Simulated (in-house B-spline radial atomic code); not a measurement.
**Re: ionisation energy by several methods**

The task here is to estimate one member of a computed series from the others.

Program: in-house B-spline radial atomic code version 1. Level of theory: scalar-relativistic (X2C), several functionals, spin-polarised; spherical all-electron atom at the radial basis limit. These are calculated values, not measurements, unless marked.

## What is computed

```
element       : rhenium (Z = 75)
charge        : 0
electrons     : 75
configuration : [Xe] 4f14 5d5 6s2
nucleus       : Fermi, rms radius 5.370 fm
```

The outer shells:

[Xe] 4f14 5d5 6s2
```
[Xe] core
4f [↑↓][↑↓][↑↓][↑↓][↑↓][↑↓][↑↓]
5d [↑ ][↑ ][↑ ][↑ ][↑ ]
6s [↑↓]
```

Where spins are not typed, each open shell is filled with up spins first.

Set-up of the first run:

Settings of the run:

```ini
Z = 75
electrons = 75.0
configuration = [Xe] 4f14 5d5 6s2
hamiltonian = x2c
method = hf,
spin_polarised = True
nucleus = fermi
rms_radius = 5.3698
mass_number = 187
atomic_mass = 186.955752217
speed_of_light = 137.035999084
```

Among the steps run: fractional-occupation HF; r2SCAN0, a global hybrid; OLYP, a GGA; PBE, a GGA; LDA (VWN5); PBE0, a global hybrid.

One of the session's tables, all rows but one given; the rest of the session is left out.

```
                  method  ΔSCF (eV)
              LDA (VWN5)      8.131
                    OLYP          ?
                     PBE      7.647
                 r2SCAN0      7.232
                    PBE0      7.402
fractional-occupation HF      5.926
```

**Question.** Estimate the row for OLYP.

The run gave: ΔSCF (eV): 7.649. In the column «ΔSCF (eV)» it lies between PBE (7.647) and LDA (VWN5) (8.131).

Limits of these values: Meta-GGA runs start from a PBE run whose iterations are not counted.
